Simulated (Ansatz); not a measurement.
# C₄H₁₁Ga: small, medium and large basis sets

The task here is to estimate one member of a computed series from the others.

Method: one geometry, several basis sets; program: Ansatz 0.2.0, Gaussian basis.

Levels to be run: PBE0-D4/def2-SVP; ωB97M-V/def2-SVP; PBE0-D4/def2-QZVPP; ωB97M-V/def2-QZVPP; the functionals' def2-TZVPP values are taken from earlier runs.

## The geometry

The geometry comes from an earlier relaxation with PBE0-D4 in a triple-zeta def2 set; it is a stationary point, not always the lowest conformer.

SMILES `CC(C)[CH2][GaH2]`, 16 atoms, charge 0, spin multiplicity 1.

Atoms are counted from 1 here; the program's logs count them from 0.

Bond lengths: C1–C2 1.522 Å, C1–H6 1.093 Å, C1–H7 1.095 Å, C1–H8 1.094 Å, C2–C3 1.522 Å, C2–C4 1.527 Å, C2–H9 1.099 Å, C3–H10 1.095 Å, C3–H11 1.094 Å, C3–H12 1.093 Å, C4–Ga5 1.978 Å, C4–H13 1.098 Å, C4–H14 1.098 Å, Ga5–H15 1.576 Å, Ga5–H16 1.575 Å. Angles: C2–C1–H6 111.4°, C2–C1–H7 110.8°, C2–C1–H8 111.3°, H6–C1–H7 107.4°, H6–C1–H8 107.8°, H7–C1–H8 107.9°, C1–C2–C3 110.9°, C1–C2–C4 111.4°, C1–C2–H9 107.4°, C3–C2–C4 111.4°, C3–C2–H9 107.5°, C4–C2–H9 108.0°, C2–C3–H10 110.8°, C2–C3–H11 111.3°, C2–C3–H12 111.4°, H10–C3–H11 107.9°, H10–C3–H12 107.4°, H11–C3–H12 107.8° and more.

Set-up of the first run:

File in.yaml:

```yaml
crystal:
  periodic: [false, false, false]
  atoms:
    - {symbol: C, position_ang: [0.936925, 0.531199, -1.228167]}
    - {symbol: C, position_ang: [0.490165, -0.600803, -0.314825]}
    - {symbol: C, position_ang: [-0.847571, -1.168115, -0.766386]}
    - {symbol: C, position_ang: [0.441977, -0.154251, 1.144124]}
    - {symbol: Ga, position_ang: [-0.812707, 1.297252, 1.623297]}
    - {symbol: H, position_ang: [1.026615, 0.195151, -2.264460]}
    - {symbol: H, position_ang: [0.213483, 1.353469, -1.211209]}
    - {symbol: H, position_ang: [1.907486, 0.930266, -0.920633]}
    - {symbol: H, position_ang: [1.234364, -1.404985, -0.398668]}
    - {symbol: H, position_ang: [-1.627337, -0.399521, -0.732443]}
    - {symbol: H, position_ang: [-1.163653, -1.996925, -0.126909]}
    - {symbol: H, position_ang: [-0.797318, -1.538444, -1.793582]}
    - {symbol: H, position_ang: [1.433719, 0.177520, 1.478773]}
    - {symbol: H, position_ang: [0.193431, -1.000405, 1.798120]}
    - {symbol: H, position_ang: [-0.870942, 1.766299, 3.126762]}
    - {symbol: H, position_ang: [-1.758636, 2.012293, 0.586218]}
basis:
  gaussian: {orbitals: def2-SVP}
hamiltonian: {xc: pbe0, dispersion: d4}
output: {orbitals: {seedname: orbitals}}
```

Launch:

```
> ansatz run in.yaml --threads 4 --pin off --events-out ev --progress --plain --max-ram 10444MiB
```

Steps of the session up to this table: PBE0-D4 in def2-SVP; ωB97M-V in def2-SVP; PBE0-D4 in def2-QZVPP; ωB97M-V in def2-QZVPP.

One table of the session follows, with a row left open; its other results are not shown here.

It belongs to the step «Functionals by basis». 

| functional | basis | HOMO (eV) | LUMO (eV) |
| --- | --- | --- | --- |
| PBE0-D4 | def2-SVP | -7.46 | -1.29 |
| PBE0-D4 | def2-TZVPP | -7.47 | -1.32 |
| PBE0-D4 | def2-QZVPP | ? | ? |
| ωB97M-V | def2-SVP | -9.63 | 0.40 |
| ωB97M-V | def2-TZVPP | -9.66 | 0.33 |
| ωB97M-V | def2-QZVPP | -9.66 | 0.15 |

Estimate the missing values for PBE0-D4, def2-QZVPP.

The run gave: HOMO (eV): -7.47; LUMO (eV): -1.36.
